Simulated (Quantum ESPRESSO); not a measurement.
# GdO in Quantum ESPRESSO: the effect of functional

GdO:

```xyz
4
Lattice="0.0000 2.8018 2.8018 2.8018 0.0000 2.8018 2.8018 2.8018 0.0000" Properties=species:S:1:pos:R:3 pbc="T T T"
Gd    0.0000    0.0000    0.0000
O     1.4009    1.4009    1.4009
Gd    2.8018    2.8018    2.8018
O     4.2027    4.2027    4.2027
```

The cell comes from a database or a generator and needn't be the stable form of this composition.

Alike in all runs:

* Program: Quantum ESPRESSO 7.5
* Task: single point
* Potentials or basis: SSSP 1.3 efficiency PBE
* Cutoff: 748 eV
* Density cutoff: 5987 eV
* k mesh: 5 × 5 × 5
* Occupations: gaussian, width 0.05 eV
* Spin: collinear spin, antiferromagnetic start
* Starting moments: [7.0, 0.0, -7.0, -0.0] μB
* Hubbard terms: Gd f U = 5 eV

```csv
functional,pressure (GPa)
LDA,38.8
PBEsol,?
PBE,57.0
revPBE,60.5
RPBE,62.0
PW91,56.1
```

Q: What does the run with functional PBEsol give?

A: Pressure 45.9 GPa.

Caveats: all runs use coarse meshes; a pressure of tens of GPa on the cell as given is suspect, and the run, the potentials or the cell itself is likely at fault; the potentials were made for another functional, which shifts forces and pressure (some runs).
